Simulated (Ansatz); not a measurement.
# One shape, several levels: triplet InCl

We compute a comparison of 6 runs (U-wB97M-V/STO-3G, UBHLYP/STO-3G, UPBE0/STO-3G, UMP2/STO-3G, UCCSD/STO-3G, FCI/STO-3G) of triplet InCl. 

The results are computed with Ansatz 0.2.0.

47 further runs of the same task are left out: 4 that didn't finish, 43 set aside as unsound or not needed.

## 1. The system as given

The species is InCl (2 atoms), meant as a triplet with charge 0. As SMILES of the parent species, `[Cl][In]`. Geometry: relaxed at PBE0-D4/def2-TZVP. That shape belongs to the parent species and isn't relaxed for this state.

Bond lengths: Cl1–In2 2.414 Å.

## 2. The energy at U-wB97M-V/STO-3G (run 1)

Input file in.yaml:

```yaml
crystal:
  periodic: [false, false, false]
  atoms:
    - {symbol: Cl, position_ang: [0.000000, -0.000000, -0.013930]}
    - {symbol: In, position_ang: [-0.000000, 0.000000, 2.399590]}
basis:
  gaussian: {orbitals: STO-3G}
magnetization: {spin_polarized: true, initial_magnetization: 2}
hamiltonian: {xc: {name: wB97M-V}}
accuracy: high
```

On the command line:

```
$ ansatz run in.yaml --threads 1 --pin off --max-ram 3480MiB --events-out events.jsonl --progress --plain --runs-dir runs
```

Log:

```text
Warning: RAYON_NUM_THREADS=1 ignored (pool sized by the plan → 1); use --threads N
Functional definition: wB97M-V
  name "wB97M-V"
  parameter omega = 0.3/bohr
  parameter cx = 0.15
  parameter cx01 = 1.007
  parameter cx10 = 0.259
  parameter css00 = 0.443
  parameter css04 = -1.437
  parameter css10 = -4.535
  parameter css20 = -3.390
  parameter css43 = 4.278
  parameter cos00 = 1.000
  parameter cos10 = 1.358
  parameter cos20 = 2.924
  parameter cos21 = -8.812
  parameter cos60 = -1.390
  parameter cos61 = 9.142
  parameter b = 6.0
  parameter c = 0.01
  gx(w, u) = 1 - cx + cx01*u + cx10*w
  gss(w, u) = css00 + css04*u^4 + css10*w + css20*w^2 + css43*w^4*u^3
  gos(w, u) = cos00 + cos10*w + (cos20 + cos21*u)*w^2 + (cos60 + cos61*u)*w^6
  exchange = spin_sum(e_x_unif_sr(omega)*gx(b97_w, b97_u_x)) + cx*exact_x_sr(omega) + exact_x_lr(omega)
  correlation = spin_sum(e_c_pw_mod_same_spin*gss(b97_w, b97_u_same))
      + integral(e_c_pw_mod_opposite_spin*gos(b97_w_opposite, b97_u_opposite)) + vv10(b, c)
635 factors; integrals over basis functions are off by at most 1.2e-8 eV
130 factors; integrals over basis functions are off by at most 6.2e-10 eV
mean field evaluation 1: about -167080.4800 eV, gradient 6.3e0 eV
mean field evaluation 2: about -167081.2014 eV, gradient 1.7e0 eV
mean field evaluation 4: about -167081.2785 eV, gradient 1.8e-1 eV
mean field evaluation 8: about -167081.2849 eV, gradient 1.5e-2 eV
mean field evaluation 16: about -167081.2850 eV, gradient 2.3e-5 eV
mean field -167081.28496563 eV, -6140.1239707244 hartree, gradient 4.8e-8 eV, S^2 2.000797; 0 other end points of the search recorded, 0 dependent functions left out
reference -167081.28496767 eV, -6140.1239707992 hartree; 34, 32 occupied and 2, 4 virtual orbitals, 635 factors
Total energy: -167081.28496767 eV, -6140.1239707992 hartree
```

Wall time 11 s (1 thread of AMD EPYC 9R45 (Zen 5), shared host); peak memory 0.52 GiB.

## 3. The energy at UBHLYP/STO-3G (run 2)

Input file molecule.yaml:

```yaml
basis:
  gaussian: {orbitals: STO-3G}
crystal:
  periodic: [false, false, false]
  atoms:
    - {symbol: Cl, position_ang: [0.000000, -0.000000, -0.013930]}
    - {symbol: In, position_ang: [-0.000000, 0.000000, 2.399590]}
magnetization: {spin_polarized: true, initial_magnetization: 2}
hamiltonian: {xc: {name: BHLYP}}
accuracy: high
```

On the command line:

```
$ ansatz run molecule.yaml --threads 1 --pin off --max-ram 3480MiB --events-out events.jsonl --progress --plain --runs-dir runs
```

Log:

```text
Warning: RAYON_NUM_THREADS=1 ignored (pool sized by the plan → 1); use --threads N
Functional definition: BHLYP
  name "BHLYP"
  parameter a = 0.5
  exchange = (1 - a)*b88_x + a*exact_x
  correlation = lyp_c
635 factors; integrals over basis functions are off by at most 1.2e-8 eV
mean field evaluation 1: about -167081.9335 eV, gradient 6.1e0 eV
mean field evaluation 2: about -167082.5268 eV, gradient 2.7e0 eV
mean field evaluation 4: about -167082.6497 eV, gradient 1.0e-1 eV
mean field evaluation 8: about -167082.6663 eV, gradient 4.4e-3 eV
mean field evaluation 16: about -167082.6663 eV, gradient 7.1e-7 eV
mean field -167082.66625150 eV, -6140.1747320439 hartree, gradient 2.9e-8 eV, S^2 2.000930; 0 other end points of the search recorded, 0 dependent functions left out
reference -167082.66626899 eV, -6140.1747326867 hartree; 34, 32 occupied and 2, 4 virtual orbitals, 635 factors
Total energy: -167082.66626899 eV, -6140.1747326867 hartree
```

It took 1.1 s on 1 thread of AMD EPYC 9R45 (Zen 5), shared host; peak memory 0.19 GiB.

Runs 3 to 5 aren't shown in full; the table further down has their settings and results.

## 4. A single-point energy at FCI/STO-3G (run 6)

molecule.yaml: that of step 3 with these lines changed.

```diff
@@ -7,4 +7,5 @@
     - {symbol: In, position_ang: [-0.000000, 0.000000, 2.399590]}
+total_charge: 0
 magnetization: {spin_polarized: true, initial_magnetization: 2}
-hamiltonian: {xc: {name: BHLYP}}
+correlation: {method: fci, frozen_orbitals: {Cl: 5, In: 18}}
 accuracy: high
```

On the command line:

```
$ ansatz run molecule.yaml --threads 1 --pin off --max-ram 3480MiB --events-out events.jsonl --progress --plain --runs-dir runs
```

Log:

```text
Warning: RAYON_NUM_THREADS=1 ignored (pool sized by the plan → 1); use --threads N
Functional definition: HF
  name "HF"
  exchange = exact_x
  correlation = 0
635 factors; integrals over basis functions are off by at most 1.2e-8 eV
mean field evaluation 1: about -167007.3056 eV, gradient 5.9e0 eV
mean field evaluation 2: about -167007.3518 eV, gradient 5.9e0 eV
mean field evaluation 4: about -167008.1234 eV, gradient 7.8e-1 eV
mean field evaluation 8: about -167008.1478 eV, gradient 1.7e-2 eV
mean field evaluation 16: about -167008.1482 eV, gradient 7.2e-2 eV
mean field -167008.14783174 eV, -6137.4362306280 hartree, gradient 1.4e-8 eV, S^2 2.001684; 2 other end points of the search recorded, 0 dependent functions left out
23 core orbitals not correlated: weight in the atoms' cores, before any rotation towards them, 1.000 or more for the frozen orbitals, at most 0.000 for the correlated occupied ones
reference -167008.13952456 eV, -6137.4359253448 hartree; 11, 9 occupied and 2, 4 virtual orbitals, 635 factors
state -167008.52049151 eV, -6137.4499256221 hartree
Total energy: -167008.52049151 eV, -6137.4499256221 hartree
```

Run time: 0.56 s. Hardware: 1 thread of AMD EPYC 9R45 (Zen 5), shared host; peak memory 0.13 GiB.

## 5. Overview of the runs

| run | level | frozen core orbitals | energy (Eh) | ⟨S²⟩ | wall time |
| --- | --- | --- | --- | --- | --- |
| 1 | U-wB97M-V/STO-3G | – | -6140.123971 | 2.001 | 11 s |
| 2 | UBHLYP/STO-3G | – | -6140.174733 | 2.001 | 1.1 s |
| 3 | UPBE0/STO-3G | – | -6139.565246 | 2.001 | 1.1 s |
| 4 | UMP2/STO-3G | 23 | -6137.445144 | 2.002 | 0.38 s |
| 5 | UCCSD/STO-3G | 23 | -6137.449181 | 2.002 | 0.5 s |
| 6 | FCI/STO-3G | 23 | -6137.449926 | – | 0.56 s |

## 6. Outcome

```
                                           quantity           value
                                run 6: total energy  -6137.44993 Eh
run 6: correlation energy (23 core orbitals frozen)       -14.0 mEh
```

Against full CI in this basis: UMP2 +4.8 mEh; UCCSD +0.7 mEh. Totals of different functionals can't be ranked against each other. In runs 1, 2, 3, 4, 5, 6 the basis is minimal, so the values are rough. In runs 1, 2, 3, 4, 5, 6 relativity is left out where basis or elements ask for it. All runs together took 14 s, the longest 11 s.
